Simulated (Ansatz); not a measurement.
# VIr3 (database structure): how the settings move a relaxation

How sensitive is a relaxation of VIr3 (database structure) to its settings? A reference run comes first, then four runs with altered input.

Program: Ansatz 0.2.0. Level of theory: reference: DFT r2SCAN, plane waves, PAW, scalar-relativistic, no spin polarisation. These are calculated values, not measurements.

## Step 1: The starting structure

It takes space group Pm-3m (No. 221, cubic). The conventional cell has a = 3.815 Å, b = 3.815 Å, c = 3.815 Å, α = 90.00°, β = 90.00°, γ = 90.00°. V (site symmetry m-3m) is surrounded by 12 Ir at 2.70 Å. Ir (site symmetry 4/mmm) is surrounded by 4 V at 2.70 Å and 8 Ir at 2.70 Å.

Structure file:

```
V Ir
1.0
     3.81517    0.00000    0.00000
     0.00000    3.81517    0.00000
     0.00000    0.00000    3.81517
V Ir
1 3
Direct
  0.00000 0.00000 0.00000
  0.00000 0.50000 0.50000
  0.50000 0.00000 0.50000
  0.50000 0.50000 0.00000
```

## Step 2: Baseline

Contents of input.yaml:

```yaml
crystal:
  lattice:
    - [3.815167, 0.0, 0.0]
    - [0.0, 3.815167, 0.0]
    - [0.0, 0.0, 3.815167]
  atoms:
    - { symbol: V, position: [0.0, 0.0, 0.0] }
    - { symbol: Ir, position: [0.0, 0.5, 0.5] }
    - { symbol: Ir, position: [0.5, 0.0, 0.5] }
    - { symbol: Ir, position: [0.5, 0.5, 0.0] }
  symmetry: { tolerance: 0.0003 }
kpoints:
  mp_grid: { grid: [5, 5, 5], shift: [0, 0, 0] }
magnetization:
  spin_polarized: false
scf:
  occupations: { method: fermi_dirac }
hamiltonian:
  pseudopotentials: { kind: paw }
  xc: r2scan
basis:
  ecutwfc: 500
output:
  forces: true
  stress: true
  eigenvalues: true
relax:
  max_steps: 40
  cell: {}
```

Command:

```sh
$ ansatz run input.yaml --threads 1 --pin off --max-ram 2560MiB --backend cpu --events-out ev --progress --plain --runs-dir out
```

## Step 3: Changing settings: eigensolver.kind davidson, dispersion d3bj

input.yaml: that of step 2 with these lines changed.

```diff
@@ -17,2 +17,3 @@
   occupations: { method: fermi_dirac }
+  eigensolver: { kind: davidson }
 hamiltonian:
@@ -20,2 +21,3 @@
   xc: r2scan
+  dispersion: d3bj
 basis:
@@ -26,2 +28,6 @@
   eigenvalues: true
+  write_density: true
+  write_potential: true
+  elf: true
+  volumetric_format: npy
 relax:
```

## Step 4: Changing settings: mp_grid.shift [0.5, 0.5, 0.5]

input.yaml: that of step 2 with these lines changed.

```diff
@@ -12,3 +12,3 @@
 kpoints:
-  mp_grid: { grid: [5, 5, 5], shift: [0, 0, 0] }
+  mp_grid: { grid: [5, 5, 5], shift: [0.5, 0.5, 0.5] }
 magnetization:
```

## Step 5: Changed: mp_grid.shift [0.5, 0.5, 0.5], hubbard.sites [{species: Ir, l: d, u_eff: 4.0}], hubbard.double_counting fll

input.yaml: that of step 2 with these lines changed.

```diff
@@ -12,3 +12,3 @@
 kpoints:
-  mp_grid: { grid: [5, 5, 5], shift: [0, 0, 0] }
+  mp_grid: { grid: [5, 5, 5], shift: [0.5, 0.5, 0.5] }
 magnetization:
@@ -20,2 +20,3 @@
   xc: r2scan
+  hubbard: { sites: [{ species: Ir, l: d, u_eff: 4.0 }], double_counting: fll }
 basis:
```

## Step 6: Changed: dr2_threshold 1.0e-08

input.yaml: that of step 2 with these lines changed.

```diff
@@ -17,2 +17,3 @@
   occupations: { method: fermi_dirac }
+  convergence: { dr2_threshold: 1.0e-08 }
 hamiltonian:
```

Before running it: what results should come out? Wanted: for each run, ending; energy change; pressure; gap; force.

As calculated:

| run | ending | energy change | pressure (GPa) | gap (eV) | force (eV/Å) | cycles | time |
| --- | --- | --- | --- | --- | --- | --- | --- |
| reference | converged | 0 | 0.0 | 0.00 | 0.00 | 33 | 16 s |
| 1: eigensolver.kind davidson, dispersion d3bj | converged | -343.1 meV/atom (offset of the dispersion model) | 0.0 | 0.00 | 0.00 | 41 | 25 s |
| 2: mp_grid.shift [0.5, 0.5, 0.5] | converged | +5.1 meV/atom | 0.0 | 0.00 | 0.00 | 33 | 17 s |
| 3: mp_grid.shift [0.5, 0.5, 0.5], hubbard.sites [{species: Ir, l: d, u_eff: 4.0}], hubbard.double_counting fll | converged | +2.38 eV/atom (U changed: no physical gain or loss) | 0.0 | 0.00 | 0.00 | 32 | 19 s |
| 4: dr2_threshold 1.0e-08 | converged | 0.0 meV/atom | 0.0 | 0.00 | 0.00 | 31 | 16 s |

Times don't compare one to one where runs were asked for different outputs or read a saved state (see the inputs); cycles may leave out searches for a lower state.

Of the converged runs whose energies compare with the reference's, «mp_grid.shift [0.5, 0.5, 0.5]» moves the energy most (+5.1 meV/atom). A changed U is a change of model: its shifts are not errors of convergence.

Caveats on the reference run: it has no spin polarisation, so a magnetic state may lie lower; its mesh is coarse for a cell with so small a gap or none.
